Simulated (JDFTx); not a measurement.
A run of JDFTx 1.7.0 (patched build) is set up as follows.

File fluid.in:

```
lattice \
   22.6767134955     0.0000000000     0.0000000000 \
    0.0000000000    20.7869873709     0.0000000000 \
    0.0000000000     0.0000000000    20.7869873709
coords-type Lattice
ion B      0.4733041700     0.4915409100     0.4995136400 1
ion Br     0.6086375000     0.4562318200     0.5802136400 1
ion H      0.3935291700     0.4331500000     0.5257500000 1
ion H      0.4736708300     0.5706681800     0.4259681800 1

ion-species pseudo/B.upf
ion-species pseudo/Br.upf
ion-species pseudo/H.upf
elec-cutoff 38
elec-ex-corr gga-PBEsol
kpoint-folding 1 1 1
elec-n-bands 11
electronic-minimize nIterations 100 energyDiffThreshold 1e-06
fluid LinearPCM
pcm-variant GLSSA13
fluid-solvent Isobutanol
fluid-minimize nIterations 200 knormThreshold 1e-10
initial-state vacuum.$VAR
core-overlap-check none
forces-output-coords Cartesian

dump-name fluid.$VAR
dump End Ecomponents EigStats BandEigs Kpoints Forces
```

Potentials or basis: PseudoDojo-SR-PBEsol-0.4.1-standard with smoothed tails.

Command:

```sh
$ jdftx -c 1 -i fluid.in -o fluid.out
```

(1) Estimate the solvation energy.

(2) Predict the largest force.

Answers

(1) -0.296 eV.

(2) 0.316 eV/Å.

Caveat: forces may be off by hundredths of an eV/Å; forces in the liquid are good to some per cent; the liquid is a continuum model, checked here against plausible ranges alone.
